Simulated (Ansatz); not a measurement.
## two structures of In: a comparison of enthalpies under pressure, step by step

With Ansatz 0.2.0 through its Python package.

At the Python prompt:
```pycon
>>> import warnings
>>> import ansatz as az
>>> import numpy as np
>>> FUNCTIONAL = 'r2SCAN'
>>> ECUT = 500
>>> K_SPACING = 0.33
>>> SMEARING = 'fermi_dirac'
>>> SMEARING_WIDTH = 0.05
>>> def hcp(A, a):
...     return (
...         az.Lattice.from_parameters(a, a, 1.633 * a, alpha=90, beta=90, gamma=120)
...         .space_group(194)
...         .atom(A, [1 / 3, 2 / 3, 0.25])
...     )
...
>>> def diamond(a_site, a):
...     return (
...         az.Lattice.fcc(a)
...         .space_group(227, origin_choice=1)
...         .atom(a_site, [0, 0, 0])
...         .primitive()
...     )
...
>>> def run_phase(name, crystal, pressure=0.0):
...     calc = (
...         crystal.calculation()
...         .functional(FUNCTIONAL)
...         .basis(ECUT)
...         .kpoints(spacing=K_SPACING)
...         .occupations(SMEARING, width=SMEARING_WIDTH)
...     )
...     calc = calc.relax(force_tolerance=0.02, max_steps=60, cell=True, pressure=pressure)
...     return calc.run(threads=1)
...
>>> def volume_per_atom(outcome):
...     return abs(np.linalg.det(outcome.lattice.cell_ang)) / len(outcome.lattice.sites)
...
>>> warnings.simplefilter('ignore', az.DeckWarning)
>>> phases = {}
>>> phases['hcp'] = hcp('In', 3.33)
>>> phases['diamond'] = diamond('In', 6.48)
>>> # enthalpy per atom at each pressure
>>> pressures = [0, 10, 20, 30]
>>> enthalpy, volume = {name: [] for name in phases}, {name: [] for name in phases}
>>> for p in pressures:
...     for name, crystal in phases.items():
...         o = run_phase(name, crystal, pressure=p)
...         volume[name].append(volume_per_atom(o))
...         enthalpy[name].append(o.report['energy_sigma0_ev'] / len(o.lattice.sites) + p * volume[name][-1] / 160.21766)
...

>>> gap = np.array(enthalpy['diamond']) - np.array(enthalpy['hcp'])
>>> rows = [(p, va, vb, 1000 * d) for p, va, vb, d in zip(pressures, volume['hcp'], volume['diamond'], gap)]
>>> print('| P (GPa) | V hcp (A^3/atom) | V diamond (A^3/atom) | H(diamond) - H(hcp) (meV/atom) |')
| P (GPa) | V hcp (A^3/atom) | V diamond (A^3/atom) | H(diamond) - H(hcp) (meV/atom) |
>>> print('| --- | --- | --- | --- |')
| --- | --- | --- | --- |
>>> for row in rows:
...     print(f'| {row[0]:d} | {row[1]:.3f} | {row[2]:.3f} | {row[3]:+.1f} |')
...
| 0 | 26.115 | 36.490 | +285.8 |
| 10 | 22.396 | 29.212 | +785.5 |
| 20 | 20.471 | 26.226 | +1175.0 |
| 30 | 19.178 | 24.285 | +1512.8 |
>>> crossings = [p0 - g0 * (p1 - p0) / (g1 - g0) for p0, p1, g0, g1 in zip(pressures, pressures[1:], gap, gap[1:]) if g0 * g1 < 0]
>>> print('crossing near', [round(float(p), 1) for p in crossings], 'GPa') if crossings else print('no crossing in this range')
no crossing in this range
```

What to keep in mind:
- At a fixed pressure a relaxation lowers the enthalpy F + PV, while F alone can rise.
- For the metals among these phases the mesh is modest: differences between phases can be off by up to 40 meV an atom.
- Only these two structures are compared, at zero temperature and with their symmetry kept; either may be hypothetical, and another phase may be lower than both. Differences under about 40 meV an atom lie within the error of mesh and functional.
- The cells are prototypes set up for this calculation and needn't exist.
- Wall time of the script: 2 min on 1 thread of Arm Neoverse V1, with other jobs on the host, peak memory 0.61 GiB.

(Lines on the test bed's own set-up are left out of the output.)
